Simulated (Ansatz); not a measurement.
# CoC3: the cost of one run

Method: DFT PBE, scalar-relativistic, plane waves, PAW, in Ansatz 0.2.0.

### 1 The system as given

It takes space group Pm-3m (No. 221, cubic). The conventional cell has a = 3.175 Å, b = 3.175 Å, c = 3.175 Å, α = 90.00°, β = 90.00°, γ = 90.00°. Co (site symmetry m-3m) has 12 C at 2.24 Å as nearest neighbours. C (site symmetry 4/mmm) is surrounded by 4 Co at 2.24 Å and 8 C at 2.24 Å.

Structure file:

```
Co C
1.0
     3.17472    0.00000    0.00000
     0.00000    3.17472    0.00000
     0.00000    0.00000    3.17472
Co C
1 3
Cartesian
  0.0000 0.0000 0.0000
  0.0000 1.5874 1.5874
  1.5874 0.0000 1.5874
  1.5874 1.5874 0.0000
```

(A quick probe on a coarse mesh, which set the mesh and smearing, is not shown.)

### 3 A loose first relaxation

input.yaml

```yaml
crystal:
  lattice:
    - [3.1747246029, 0.0, 0.0]
    - [0.0, 3.1747246029, 0.0]
    - [0.0, 0.0, 3.1747246029]
  atoms:
    - { symbol: Co, position: [0.0, 0.0, 0.0], spin: 0.15 }
    - { symbol: C, position: [0.0, 0.5, 0.5] }
    - { symbol: C, position: [0.5, 0.0, 0.5] }
    - { symbol: C, position: [0.5, 0.5, 0.0] }
basis:
  ecutwfc: 420
kpoints:
  mp_grid: { grid: [6, 6, 6] }
hamiltonian:
  xc: pbe
scf:
  occupations: { method: gaussian, width: 0.1 }
  lower_state_search: "off"
output:
  forces: true
  stress: true
  eigenvalues: true
  populations: true
magnetization:
  spin_polarized: true
relax:
  adjacent_minimum: "off"
  f_tol: 0.04
  max_steps: 70
  cell: { stress_tol: 0.4 }
```

Run with:

```
$ ansatz run input.yaml --threads 1 --pin off --max-ram 2560MiB --backend cpu --events-out ev --progress --plain --runs-dir out
```

What time and memory should one allow on 1 thread of Arm Neoverse V2, shared host?

About 11 s, with a peak of 0.29 GiB.
